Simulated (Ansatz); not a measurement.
**Pd (Palladium): a relaxation**

Wanted: a converged relaxation for Pd (Palladium), and a check of what comes out.

Method: DFT, PBE, all-electron LAPW, scalar-relativistic, in Ansatz 0.2.0.

### 1 Starting point

Symmetry: Fm-3m, No. 225, cubic system. Conventional cell: a = 3.893 Å, b = 3.893 Å, c = 3.893 Å, α = 90.00°, β = 90.00°, γ = 90.00°. Pd (site symmetry m-3m) is surrounded by 12 Pd at 2.75 Å.

Coordinates:

```cif
data_structure
_symmetry_space_group_name_H-M 'Fm-3m'
_symmetry_Int_Tables_number 225
_cell_length_a 3.8930
_cell_length_b 3.8930
_cell_length_c 3.8930
_cell_angle_alpha 90.000
_cell_angle_beta 90.000
_cell_angle_gamma 90.000
_cell_volume 59.00
loop_
_atom_site_label
_atom_site_type_symbol
_atom_site_symmetry_multiplicity
_atom_site_Wyckoff_symbol
_atom_site_fract_x
_atom_site_fract_y
_atom_site_fract_z
_atom_site_occupancy
Pd1 Pd 4 a 0.00000 0.00000 0.00000 1
```

### 2 The calculation

Input file input.yaml:

```yaml
crystal:
  lattice:
    - [0.0, 1.9465, 1.9465]
    - [1.9465, 0.0, 1.9465]
    - [1.9465, 1.9465, 0.0]
  atoms:
    - { symbol: Pd, position: [0.0, 0.0, 0.0] }
kpoints:
  mp_grid: { grid: [14, 14, 14] }
scf:
  max_iter: 50
hamiltonian:
  xc: pbe
  pseudopotentials: { kind: all_electron, lapw: { basis_error: 0.001 } }
output:
  forces: true
  stress: true
relax:
  f_tol: 0.005
  max_steps: 80
  cell: {}
```

Command:

```sh
$ ansatz run input.yaml --threads 1 --pin off --max-ram 2048MiB --backend cpu --events-out ev --progress --plain --runs-dir out
```

**Question.** How will this run end, and is anything wrong with its input?

The program refused the input before any cycle. Its message: «`scf.occupations.method` is required: fixed only where the cell keeps a band gap throughout the run, explicit beside scf.occupations.values (under evaluate: without them) ...»

In the input, scf.occupations.method is missing; scf.occupations.width is missing. The input leaves out something that has no default.

Remedy: set scf.occupations.method to fermi_dirac and scf.occupations.width to 0.05.
